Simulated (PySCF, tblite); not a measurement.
# C6H12F2OSi: geometry, infrared bands and NMR shifts

Aim: predict the infrared bands and NMR shifts of C6H12F2OSi (`CO[C@](C)(/C=C(\C)F)[SiH2]F`).

The runs use tblite 0.8.0 and PySCF 2.14.0, with density-fitted response routines of our own; the level of theory stands in each step. All values are computed, except where a source is named. Atoms are numbered from 0 throughout.

## 1. The molecule as given

22 atoms, charge 0, multiplicity 1; geometry from: force field or distance geometry start.

Bonds of the start (Å): C0–O1 1.37, O1–C2 1.36, C2–C3 1.53, C2–C4 1.48, C4–C5 1.31, C5–C6 1.47, C5–F7 1.37, C2–Si8 1.86, Si8–F9 1.64, C0–H10 1.12, C0–H11 1.13, C0–H12 1.10, C3–H13 1.12, C3–H14 1.10, C3–H15 1.10, C4–H16 1.10, C6–H17 1.08, C6–H18 1.13, C6–H19 1.13, Si8–H20 1.49, Si8–H21 1.48.

## 2. Relaxing the molecule with GFN2-xTB

What the job is given:

```
{"job": {"kind": "relax", "xc": "GFN2-xTB", "basis": "xTB"}, "charge": 0, "multiplicity": 1}
C     -0.930300    -0.667400     1.868800
O     -0.221500     0.342400     1.264500
C     -0.364900     0.470700    -0.084700
C     -1.849800     0.767500    -0.317900
C     -0.111900    -0.755700    -0.867700
C      1.021000    -1.419800    -0.838900
C      2.160500    -1.013800    -0.011400
F      1.164700    -2.541500    -1.605300
Si     0.480100     1.977900    -0.778100
F      2.112400     1.859800    -0.939600
H     -2.019300    -0.488900     1.699800
H     -0.763000    -0.659800     2.986600
H     -0.661800    -1.696200     1.575900
H     -2.181900     1.436600     0.516100
H     -2.493200    -0.126500    -0.251300
H     -2.020400     1.339200    -1.239700
H     -0.885600    -1.164100    -1.541300
H      1.970600    -0.357600     0.828900
H      2.571300    -1.962900     0.453600
H      3.014800    -0.670300    -0.661000
H     -0.100600     2.226000    -2.128300
H      0.098300     3.123700     0.070100
```

On the command line:

```bash
$ OMP_NUM_THREADS=1 python probes_run.py task.json out
```

This one command runs all jobs of the session in turn.

**Question.** This job is followed by: GFN2-xTB harmonic vibrations, gas phase; GIAO PBE0/pcSseg-1 NMR shielding, non-relativistic, gas phase. Predict these results of the whole session: strongest single infrared mode (GFN2-xTB); zero-point energy (GFN2-xTB); ¹³C shifts against TMS (PBE0/pcSseg-1); ¹H shifts against TMS (PBE0/pcSseg-1, means over atoms taken as alike); ¹⁷O shifts against H2O (PBE0/pcSseg-1); ¹⁹F shifts against CFCl3 (PBE0/pcSseg-1); ²⁹Si shifts against TMS (PBE0/pcSseg-1).

As calculated:

| quantity | value |
| --- | --- |
| strongest single infrared mode (GFN2-xTB) | 2325 cm⁻¹, 293 km/mol |
| zero-point energy (GFN2-xTB) | 104.5 kcal/mol |
| ¹³C shifts against TMS (PBE0/pcSseg-1) | 174.3, 108.6, 72.9, 49.1, 19.8, 18.3 ppm |
| ¹H shifts against TMS (PBE0/pcSseg-1, means over atoms taken as alike) | 5.04, 4.89, 4.82, 3.39, 2.32, 1.23 ppm |
| ¹⁷O shifts against H2O (PBE0/pcSseg-1) | 32.1 ppm |
| ¹⁹F shifts against CFCl3 (PBE0/pcSseg-1) | -77.4, -225.5 ppm |
| ²⁹Si shifts against TMS (PBE0/pcSseg-1) | 1.6 ppm |

In words: The optimisation took 90 steps and gained 0.888 eV; among the close pairs (by a distance rule), O1–C2 changed most, from 1.363 to 1.430 Å. No mode is imaginary among the 60: a minimum at this level. The strongest single mode, at 2325 cm⁻¹, moves mainly H20. GFN2-xTB is a fitted tight-binding method: band positions and strengths are rough. Its intensities can rank the bands wrongly.
